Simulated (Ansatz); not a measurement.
# TiS (triplet): the correlation ladder, def2-TZVPP

The task here is to estimate one member of a computed series from the others.

The runs use Ansatz 0.2.0, Gaussian basis; def2-TZVPP, core rule «outside noble gas», up to 14 orbitals frozen.

The runs, in order: UHF; ROHF; CCSD(T) on UHF.

2 further runs of the same task are left out: 2 set aside as unsound or not needed.

### What is computed

The geometry is a PBE0/def2-TZVP stationary point (not a proven minimum).

2 atoms, charge 0, spin multiplicity 3.

Atoms are counted from 1 here; the program's logs count them from 0.

Bond lengths: Ti1–S2 2.066 Å.

The first run:

The input, in.yaml:

```yaml
crystal:
  periodic: [false, false, false]
  atoms:
    - {symbol: Ti, position_ang: [0.000000, 0.000000, 0.000000]}
    - {symbol: S, position_ang: [0.000000, 0.000000, 2.066400]}
basis:
  gaussian: {orbitals: def2-TZVPP}
magnetization: {spin_polarized: true, initial_magnetization: 2}
hamiltonian: {xc: hf}
output: {orbitals: {seedname: orbitals}}
```

The run is started by

```console
> ansatz run in.yaml --threads 1 --pin off --events-out ev --progress --plain --max-ram 4096MiB --backend cpu
```

Among the steps run: UHF; ROHF; CCSD(T) on UHF.

One of the session's tables, all rows but one given; the rest of the session is left out.

| method | from UCCSD(T) (kcal/mol) |
| --- | --- |
| ROHF | +188.17 |
| UHF | +179.30 |
| UMP2 | ? |
| UCCSD | +13.68 |
| UCCSD(T) | 0 |

**Question.** Estimate the row for UMP2.

**Answer.** from UCCSD(T) (kcal/mol): +33.46. In the column «from UCCSD(T) (kcal/mol)» it lies between UCCSD (+13.68) and UHF (+179.30).

With the free atoms at the same levels and basis (separate runs), the atomisation energy is 4.138 eV at UCCSD(T), 1.672 eV at ROHF.
